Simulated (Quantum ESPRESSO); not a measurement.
TaTiTe4:

```
CELL_PARAMETERS angstrom
3.73631 0.00000 0.00000
-1.86815 3.23574 0.00000
0.00000 0.00000 14.13278
ATOMIC_POSITIONS crystal
Ta 0.00000 0.00000 0.00000
Te 0.66667 0.33333 0.87191
Te 0.66667 0.33333 0.37710
Te 0.33333 0.66667 0.62290
Te 0.33333 0.66667 0.12809
Ti 0.00000 0.00000 0.50000
```

The cell comes from a database or a generator and needn't be the stable form of this composition.

A run of Quantum ESPRESSO 7.5 on this cell left the log below. Logs are shortened: lines on timing, memory, paths and dates and some standing lists are left out, and cuts for length are marked.

```text
This program is part of the open-source Quantum ESPRESSO suite
     for quantum simulation of materials; please cite
         "P. Giannozzi et al., J. Phys.:Condens. Matter 21 395502 (2009);
         "P. Giannozzi et al., J. Phys.:Condens. Matter 29 465901 (2017);
         "P. Giannozzi et al., J. Chem. Phys. 152 154105 (2020);
     in publications or presentations arising from this work. More details at

     Message from routine  set_nelup_neldw :
     BEWARE: non-integer number of up and down electrons!
     Message from routine setup:
     using ibrav=0 with symmetry is DISCOURAGED, use correct ibrav instead

     K-points division:     npool     =       2
     Subspace diagonalization in iterative solution of the eigenvalue problem:
     a serial algorithm will be used

     G-vector sticks info
     --------------------
     sticks:   dense  smooth     PW     G-vecs:    dense   smooth      PW
     Sum        1531     769    223               184541    65239   10227

     Using Slab Decomposition

     bravais-lattice index     =            0
     lattice parameter (alat)  =       7.0606  a.u.
     unit-cell volume          =    1153.0279 (a.u.)^3
     number of atoms/cell      =            6
     number of atomic types    =            3
     number of electrons       =        49.00 (up:  24.50, down:  24.50)
     number of Kohn-Sham states=           37
     kinetic-energy cutoff     =      56.0000  Ry
     charge density cutoff     =     448.0000  Ry
     scf convergence threshold =      2.4E-07
     mixing beta               =       0.7000
     number of iterations used =           20  plain     mixing
     Exchange-correlation=  SLA  PZ   NOGX NOGC
                           (   1   1   0   0   0   0   0)
     Hubbard projectors: atomic
     Hubbard parameters of DFT+U (Dudarev formulation) in eV:
     U(Ta-5d) =  5.0000

[... 602 lines left out ...]
          k = 0.0000 0.0000 0.0000 (  8181 PWs)   bands (ev):

   -60.7413 -48.9821 -27.2348 -27.2348 -27.0916 -25.5385 -25.5385 -25.5141
    -5.2430  -4.2952  -4.2848  -3.4605   2.0772   3.7090   4.8400   4.9138
     4.9138   6.3891   6.3891   7.2701   7.5996   7.5996   7.6994   8.1993
     8.1993   8.2906   8.2906   8.5551   8.9950   8.9950  11.1128  11.1128
    11.3721  11.3721  12.3520  12.6303  13.4425
[... 35 lines left out ...]
   -60.7408 -48.9794 -27.2990 -27.2502 -27.0799 -25.5749 -25.5470 -25.5061
    -4.2943  -3.8993  -3.2398  -2.8399   2.7849   3.2000   3.6555   4.0921
     4.4717   4.6468   4.8071   5.4604   6.2550   6.5519   6.6074   6.8895
     7.2491   7.8297   9.0571   9.1676   9.2885   9.5706  10.1597  10.8317
    11.0979  11.2390  11.6607  12.5125  12.8640

          k = 0.0000-0.5774 0.0000 (  8146 PWs)   bands (ev):

   -60.7407 -48.9785 -27.3203 -27.2552 -27.0740 -25.5870 -25.5498 -25.5034
    -4.1756  -3.3375  -2.6858  -2.6269   1.7078   2.9077   3.0894   3.8374
     4.1282   4.4419   5.0422   5.3891   6.1028   6.2926   6.5465   6.6441
     7.2208   7.6842   9.0725   9.3732   9.4418   9.8563  10.0316  10.7445
    11.2874  11.2903  11.3186  11.8041  12.5166

          k = 0.0000-0.5774-0.1322 (  8124 PWs)   bands (ev):

   -60.7407 -48.9785 -27.3203 -27.2552 -27.0740 -25.5870 -25.5498 -25.5034
    -4.1756  -3.3375  -2.6827  -2.6300   1.7067   2.9031   3.1785   3.6277
     4.1996   4.4421   5.1041   5.6677   5.8733   6.0871   6.5836   6.7520
     7.1932   7.7083   9.0726   9.3748   9.4420   9.8564  10.2379  10.5228
    10.8831  11.1565  11.7161  12.2423  12.6026
[... 43 lines left out ...]
   -60.7390 -48.9780 -27.2959 -27.2959 -27.0718 -25.5721 -25.5721 -25.5021
    -3.5904  -3.5904  -2.4669  -2.4669   2.7681   3.0150   3.0150   3.8838
     4.0318   4.0318   4.4960   4.7613   4.7613   5.0718   5.7865   5.7865
     8.8264   8.8509   8.8509   8.9137   9.0241   9.0241  10.3598  10.3598
    10.7190  10.7190  11.5721  12.3037  14.1518

     the spin up/dw Fermi energies are     7.8063    7.8063 ev

!    total energy              =    -367.10237436 Ry
     estimated scf accuracy    <       0.00000005 Ry
     smearing contrib. (-TS)   =      -0.00029048 Ry
     internal energy E=F+TS    =    -367.10208388 Ry

     The total energy is F=E-TS. E is the sum of the following terms:
     one-electron contribution =    -169.19324091 Ry
     hartree contribution      =      99.59732158 Ry
     xc contribution           =    -117.53343750 Ry
     ewald contribution        =    -180.39931523 Ry
     Hubbard energy            =       0.42658818 Ry

     total magnetization       =     0.00 Bohr mag/cell
     absolute magnetization    =     0.00 Bohr mag/cell

     convergence has been achieved in  69 iterations

     negative rho (up, down):  4.848E-02 4.848E-02

     Forces acting on atoms (cartesian axes, Ry/au):

     atom    1 type  1   force =     0.00000000    0.00000000    0.00000000
     atom    2 type  2   force =    -0.00000000   -0.00000000    0.03257073
     atom    3 type  2   force =     0.00000000    0.00000000    0.01334710
     atom    4 type  2   force =     0.00000000    0.00000000   -0.01334710
     atom    5 type  2   force =     0.00000000    0.00000000   -0.03257073
     atom    6 type  3   force =     0.00000000   -0.00000000    0.00000000

     Total force =     0.049779     Total SCF correction =     0.000520

     Computing stress (Cartesian axis) and pressure

     negative rho (up, down):  4.848E-02 4.848E-02
          total   stress  (Ry/bohr**3)                   (kbar)     P=      -52.66
  -0.00032518   0.00000000   0.00000000          -47.84        0.00        0.00
   0.00000000  -0.00032518  -0.00000000            0.00      -47.84       -0.00
   0.00000000  -0.00000000  -0.00042346            0.00       -0.00      -62.29

=------------------------------------------------------------------------------=
   JOB DONE.
=------------------------------------------------------------------------------=
```

**Question.** What input gives this log?

**Answer.** Single point with LDA+U, collinear spin, zero start. The files as run (others can give the same):

pw.in
```
&CONTROL
  calculation = 'scf'
  prefix = 'pwscf'
  outdir = './tmp'
  pseudo_dir = './pseudo'
  tprnfor = .true.
  tstress = .true.
  disk_io = 'nowf'
/
&SYSTEM
  ibrav = 0
  nat = 6
  ntyp = 3
  ecutwfc = 56
  ecutrho = 448
  nbnd = 37
  occupations = 'smearing'
  smearing = 'gaussian'
  degauss = 0.00367493
  nspin = 2
  starting_magnetization(1) = 0
  starting_magnetization(2) = 0
  starting_magnetization(3) = 0
  tot_magnetization = 0
/
&ELECTRONS
  conv_thr = 2.4d-07
  electron_maxstep = 100
  mixing_beta = 0.7
  mixing_ndim = 20
/
ATOMIC_SPECIES
Ta   180.9479 ta_lda_v1.uspp.F.UPF
Te   127.6000 te_lda_v1.uspp.F.UPF
Ti    47.8670 ti_lda_v1.4.uspp.F.UPF
CELL_PARAMETERS angstrom
   3.7363064900    0.0000000000    0.0000000000
  -1.8681532400    3.2357363300    0.0000000000
   0.0000000000    0.0000000000   14.1327793500
ATOMIC_POSITIONS crystal
Ta     0.0000000000    0.0000000000    0.0000000000
Te     0.6666666667    0.3333333333    0.8719140000
Te     0.6666666667    0.3333333333    0.3771010000
Te     0.3333333333    0.6666666667    0.6228990000
Te     0.3333333333    0.6666666667    0.1280860000
Ti     0.0000000000    0.0000000000    0.5000000000
K_POINTS automatic
6 6 2 0 0 0
HUBBARD {atomic}
U Ta-5d 5.0
```

Potentials or basis: GBRV 1.5 LDA.
Launch:
```sh
$ OMP_NUM_THREADS=1 mpirun -n 2 pw.x -nk 2 -in pw.in > pw.out
```

Caveat: the total moment is fixed, so each spin has its own Fermi level; the U is typed as a test and isn't derived for this compound.
